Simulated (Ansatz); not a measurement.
**C2H3BFNO: one species, many methods**

One table from this session's results is given with a row withheld; the runs are named, their logs left out.

Computed with Ansatz 0.2.0, Gaussian basis. Level: functionals in def2-TZVPP, the program's frozen cores in correlated methods.

Levels to be run: LDA (SPW92), PBE-D4, revPBE-D4, BLYP-D4, r2SCAN-D4, B97M-V, PBE0-D4, B3LYP-D4, r2SCANh-D4, r2SCAN0-D4, HSE06-D4, BHLYP-D4, CAM-B3LYP-D4, LC-ωPBE, ωB97X-V, ωB97M-V, B2PLYP, PBE-QIDH; CCSD(T)/def2-SVP; CCSD(T)/def2-TZVPP; MP2/def2-QZVPP; extrapolation to the limit; RPA on PBE.

**The relaxed structure**

The geometry comes from an earlier relaxation with PBE0-D4 in a triple-zeta def2 set; it is a stationary point, not always the lowest conformer.

SMILES `FC/N=C1/BO1`, 9 atoms, charge 0, spin multiplicity 1.

Atoms are counted from 1 here; the program's logs count them from 0.

Bond lengths: F1–C2 1.377 Å, C2–N3 1.414 Å, C2–H7 1.095 Å, C2–H8 1.095 Å, N3–C4 1.233 Å, C4–B5 1.475 Å, C4–O6 1.464 Å, B5–O6 1.354 Å, B5–H9 1.182 Å. Angles: F1–C2–N3 115.2°, F1–C2–H7 107.7°, F1–C2–H8 107.7°, N3–C2–H7 108.4°, N3–C2–H8 108.4°, H7–C2–H8 109.4°, C2–N3–C4 126.7°, N3–C4–B5 170.5°, N3–C4–O6 134.6°, B5–C4–O6 54.9°, C4–B5–O6 62.2°, C4–B5–H9 160.9°, O6–B5–H9 137.0°, C4–O6–B5 63.0°.

The first run:

The input, in.yaml:

```yaml
crystal:
  periodic: [false, false, false]
  atoms:
    - {symbol: F, position_ang: [-1.102839, -1.536409, 0.320608]}
    - {symbol: C, position_ang: [-0.238210, -0.969862, 1.230566]}
    - {symbol: N, position_ang: [0.477881, 0.155273, 0.761300]}
    - {symbol: C, position_ang: [0.400161, 0.663109, -0.359857]}
    - {symbol: B, position_ang: [0.473379, 1.428894, -1.618333]}
    - {symbol: O, position_ang: [-0.371336, 0.372127, -1.569405]}
    - {symbol: H, position_ang: [-0.825060, -0.665949, 2.103084]}
    - {symbol: H, position_ang: [0.482590, -1.737999, 1.527953]}
    - {symbol: H, position_ang: [0.791935, 2.244517, -2.413016]}
basis:
  gaussian: {orbitals: def2-TZVPP}
hamiltonian: {xc: lda}
output: {orbitals: {seedname: orbitals}}
```

Among the steps run: LDA; PBE-D4 (GGA); revPBE-D4 (GGA); BLYP-D4 (GGA); r2SCAN-D4 (meta-GGA); B97M-V (meta-GGA); PBE0-D4 (hybrid); B3LYP-D4 (hybrid); r2SCANh-D4 (hybrid); r2SCAN0-D4 (hybrid); HSE06-D4 (hybrid); BHLYP-D4 (hybrid); CAM-B3LYP-D4 (range-separated); LC-ωPBE (range-separated); ωB97X-V (range-separated); ωB97M-V (range-separated); B2PLYP (double hybrid); PBE-QIDH (double hybrid).

One of the session's tables, all rows but one given; the rest of the session is left out.

It belongs to the step «Orbital energies across the functionals». 

```
  functional  HOMO (eV)  LUMO (eV)  gap (eV)
 LDA (SPW92)          ?          ?         ?
      PBE-D4      -6.42      -2.66      3.76
   revPBE-D4      -6.35      -2.56      3.80
     BLYP-D4      -6.31      -2.53      3.79
   r2SCAN-D4      -6.69      -2.42      4.27
      B97M-V      -6.82      -2.40      4.42
     PBE0-D4      -7.83      -1.67      6.16
    B3LYP-D4      -7.61      -1.91      5.70
  r2SCANh-D4      -7.22      -2.06      5.16
  r2SCAN0-D4      -8.02      -1.53      6.49
    HSE06-D4      -7.43      -2.06      5.37
    BHLYP-D4      -9.18      -0.62      8.56
CAM-B3LYP-D4      -9.23      -0.53      8.70
     LC-ωPBE     -10.53       0.70     11.23
     ωB97X-V     -10.19       0.61     10.81
     ωB97M-V     -10.11       0.44     10.55
```

Q: Estimate the row for LDA (SPW92) from the others.

**Answer.** HOMO (eV): -6.59; LUMO (eV): -2.93; gap (eV): 3.66. In the column «HOMO (eV)» it lies between r2SCAN-D4 (-6.69) and PBE-D4 (-6.42).
